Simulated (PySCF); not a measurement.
# C7H9NS+ (doublet): open-shell or spin-flip excitations

Aim: compute the open-shell or spin-flip excitations of C7H9NS+ (doublet) (`CSc1ccc([NH2+])cc1`).

Computed with PySCF 2.14.0 and routines of our own; the level stands in each step. Atoms count from 0.

### 1 The system as given

18 atoms, charge 1, multiplicity 2; geometry from: GFN2-xTB.

### 2 Open-shell or spin-flip excitations: unrestricted TDDFT CAM-B3LYP/def2-SVP

The job: settings as JSON, then the geometry in Å.

```
{"job": {"kind": "uabs", "xc": "CAM-B3LYP", "basis": "def2-SVP", "nstates": 10, "tda": false}, "charge": 1, "multiplicity": 2}
C      3.396533    -0.367747    -0.632443
S      2.362954    -0.429564     0.846369
C      0.748001    -0.163048     0.294052
C      0.377032     0.053334    -1.045555
C     -0.935966     0.253121    -1.372912
C     -1.945277     0.246475    -0.378075
N     -3.225298     0.439387    -0.703697
C     -1.562993     0.028702     0.969279
C     -0.252629    -0.171052     1.292182
H      3.113065    -1.157104    -1.322970
H      3.324432     0.610264    -1.099657
H      4.414733    -0.532329    -0.290408
H      1.119753     0.064185    -1.826443
H     -1.216488     0.417749    -2.402107
H     -3.944686     0.435778     0.002594
H     -3.499748     0.593819    -1.661402
H     -2.320586     0.023251     1.737338
H      0.038408    -0.338902     2.317437
```

With the program's defaults for keys left out, this is: unrestricted TDDFT CAM-B3LYP/def2-SVP, vertical, gas phase, core orbitals frozen in the response.

Launch:

```sh
$ OMP_NUM_THREADS=1 python excited_run.py task.json out
```

This one command runs all jobs of the session in turn.

Standard output:

```text
coarse grid: 15872 points
cycle   1  E = -724.1795905950  dE =  2.015e+00  |g| = 2.297e-01  |ddm| = 3.729e+00
cycle   2  E = -724.2017993733  dE = -2.221e-02  |g| = 1.767e-01  |ddm| = 7.337e-01
cycle   3  E = -724.2161834803  dE = -1.438e-02  |g| = 4.183e-02  |ddm| = 2.249e-01
cycle   4  E = -724.2172163620  dE = -1.033e-03  |g| = 1.454e-02  |ddm| = 6.929e-02
cycle   5  E = -724.2173522396  dE = -1.359e-04  |g| = 4.692e-03  |ddm| = 2.678e-02
cycle   6  E = -724.2173839877  dE = -3.175e-05  |g| = 2.392e-03  |ddm| = 1.096e-02
cycle   7  E = -724.2173946484  dE = -1.066e-05  |g| = 1.409e-03  |ddm| = 8.024e-03
cycle   8  E = -724.2173970657  dE = -2.417e-06  |g| = 5.961e-04  |ddm| = 3.277e-03
final grid: 149544 points
cycle   9  E = -724.3167211844  dE = -4.139e-05  |g| = 2.817e-03  |ddm| = 3.361e-02
cycle  10  E = -724.3167227368  dE = -1.552e-06  |g| = 2.766e-03  |ddm| = 7.123e-03
cycle  11  E = -724.3167263640  dE = -3.627e-06  |g| = 3.418e-04  |ddm| = 2.822e-03
cycle  12  E = -724.3167266025  dE = -2.385e-07  |g| = 3.027e-04  |ddm| = 9.462e-04
cycle  13  E = -724.3167267705  dE = -1.681e-07  |g| = 1.483e-04  |ddm| = 8.412e-04
cycle  14  E = -724.3167268486  dE = -7.807e-08  |g| = 8.896e-05  |ddm| = 7.332e-04
cycle  15  E = -724.3167268816  dE = -3.299e-08  |g| = 4.514e-05  |ddm| = 6.063e-04
cycle  16  E = -724.3167268850  dE = -3.419e-09  |g| = 1.572e-05  |ddm| = 1.654e-04
cycle  17  E = -724.3167268860  dE = -9.536e-10  |g| = 1.037e-05  |ddm| = 6.493e-05
converged SCF energy = -724.3167268860

Static polarisability (au): isotropic 123.141, principal 45.177 88.750 235.495

<S^2> of the reference = 0.7695 (exact 0.7500)

Excitations
state   eV       nm        f      <S^2>   main configurations
  1   2.2678    546.7   0.20529   0.816   Hb->Lb 0.89
  2   2.4900    497.9   0.01459   0.855   H-1b->Lb 0.93
  3   4.0558    305.7   0.00118   0.804   H-2b->Lb 0.95
  4   4.1842    296.3   0.09827   1.775   Ha->L+1a 0.37, H-1a->La 0.25, H-1b->L+1b 0.15, Ha->La 0.10
  5   4.3779    283.2   0.02724   1.276   H-3b->Lb 0.38, Ha->La 0.31, H-1a->La 0.13
  6   4.4322    279.7   0.03362   0.896   Ha->La 0.50, Ha->L+1a 0.22, H-3b->Lb 0.17
  7   4.9765    249.1   0.00010   0.797   H-4b->Lb 0.97
  8   5.2289    237.1   0.22845   1.330   H-3b->Lb 0.32, Ha->L+1a 0.29, H-1b->L+1b 0.15
  9   5.6240    220.5   0.00000   0.816   H-5b->Lb 0.89
 10   5.6953    217.7   0.01328   2.315   Hb->L+1b 0.71
```

Run time: 2.9 min. Hardware: 1 thread of Arm Neoverse N1, shared host; peak memory 0.79 GiB.

In short:

```csv
quantity,value
⟨S²⟩,0.769
```

Löwdin spin populations:

C0 -0.01; S1 0.32; C2 0.17; C3 0.01; C4 0.10; C5 0.11; N6 0.21; C7 0.05; C8 0.02; H9 0.01; H10 0.01; H11 0.00; H12 0.00; H13 0.00; H14 0.00; H15 0.00; H16 0.00; H17 0.00

### 3 Open-shell or spin-flip excitations: unrestricted TDDFT CAM-B3LYP/def2-SVP in toluene

Settings changed since step 2:

```diff
@@ -1,2 +1,2 @@
-{"job": {"kind": "uabs", "xc": "CAM-B3LYP", "basis": "def2-SVP", "nstates": 10, "tda": false}, "charge": 1, "multiplicity": 2}
+{"job": {"kind": "uabs", "xc": "CAM-B3LYP", "basis": "def2-SVP", "nstates": 10, "tda": false, "solvent": "toluene", "pol": false}, "charge": 1, "multiplicity": 2}
 C      3.396533    -0.367747    -0.632443
```

Level: unrestricted TDDFT CAM-B3LYP/def2-SVP, vertical, IEF-PCM toluene (non-equilibrium linear response), core orbitals frozen in the response.

Standard output:

```text
coarse grid: 15872 points
cycle   1  E = -724.2294589682  dE =  1.965e+00  |g| = 2.245e-01  |ddm| = 3.735e+00
cycle   2  E = -724.2509544998  dE = -2.150e-02  |g| = 1.678e-01  |ddm| = 6.474e-01
cycle   3  E = -724.2636619171  dE = -1.271e-02  |g| = 3.974e-02  |ddm| = 1.985e-01
cycle   4  E = -724.2645683524  dE = -9.064e-04  |g| = 1.549e-02  |ddm| = 6.784e-02
cycle   5  E = -724.2647108906  dE = -1.425e-04  |g| = 5.486e-03  |ddm| = 2.266e-02
cycle   6  E = -724.2647447006  dE = -3.381e-05  |g| = 2.338e-03  |ddm| = 1.058e-02
cycle   7  E = -724.2647554309  dE = -1.073e-05  |g| = 1.368e-03  |ddm| = 6.986e-03
cycle   8  E = -724.2647585045  dE = -3.074e-06  |g| = 5.104e-04  |ddm| = 3.581e-03
final grid: 149544 points
cycle   9  E = -724.3640365996  dE = -4.089e-05  |g| = 2.757e-03  |ddm| = 3.426e-02
cycle  10  E = -724.3640379777  dE = -1.378e-06  |g| = 2.623e-03  |ddm| = 6.229e-03
cycle  11  E = -724.3640411235  dE = -3.146e-06  |g| = 3.203e-04  |ddm| = 2.386e-03
cycle  12  E = -724.3640412689  dE = -1.455e-07  |g| = 2.333e-04  |ddm| = 6.920e-04
cycle  13  E = -724.3640413583  dE = -8.936e-08  |g| = 1.120e-04  |ddm| = 5.489e-04
cycle  14  E = -724.3640413984  dE = -4.012e-08  |g| = 6.185e-05  |ddm| = 4.385e-04
cycle  15  E = -724.3640414177  dE = -1.924e-08  |g| = 2.348e-05  |ddm| = 4.554e-04
cycle  16  E = -724.3640414186  dE = -9.604e-10  |g| = 1.094e-05  |ddm| = 8.494e-05
converged SCF energy = -724.3640414186

<S^2> of the reference = 0.7709 (exact 0.7500)

Excitations
state   eV       nm        f      <S^2>   main configurations
  1   2.1526    576.0   0.29343   0.824   Hb->Lb 0.93
  2   2.4781    500.3   0.00875   0.855   H-1b->Lb 0.96
  3   4.1525    298.6   0.00409   0.821   H-2b->Lb 0.93
  4   4.1544    298.4   0.14119   1.486   Ha->L+1a 0.44, H-1a->La 0.16, Ha->La 0.13, H-1b->L+1b 0.10
  5   4.3592    284.4   0.01549   1.474   H-3b->Lb 0.43, H-1a->La 0.19, Ha->La 0.17, H-1b->L+1b 0.10
  6   4.4071    281.3   0.03863   0.855   Ha->La 0.62, Ha->L+1a 0.18, H-3b->Lb 0.11
  7   4.9491    250.5   0.00014   0.799   H-4b->Lb 0.97
  8   5.1223    242.0   0.28430   1.388   H-3b->Lb 0.31, Ha->L+1a 0.28, H-1b->L+1b 0.14, H-1a->La 0.10
  9   5.6531    219.3   0.00001   0.823   H-5b->Lb 0.88
 10   5.6986    217.6   0.01359   2.376   Hb->L+1b 0.66
```

Wall time 2.3 min (1 thread of Arm Neoverse N1, shared host); peak memory 0.95 GiB.

In short:

```csv
quantity,value
⟨S²⟩,0.771
```

### 4 Summary of results

```
                                                                                                        quantity                        value
           lowest and brightest state of nearly pure spin, of 10 (step 2, unrestricted TDDFT CAM-B3LYP/def2-SVP)  2.27 eV; 2.27 eV, f = 0.205
lowest and brightest state of nearly pure spin, of 10 (step 3, unrestricted TDDFT CAM-B3LYP/def2-SVP in toluene)  2.15 eV; 2.15 eV, f = 0.293
```

In words: States whose ⟨S²⟩ lies well above the reference's are mixtures of spin states, an artefact of the unrestricted response, and are left out of the summary. The lowest state of nearly pure spin runs from 2.15 to 2.27 eV over the runs.
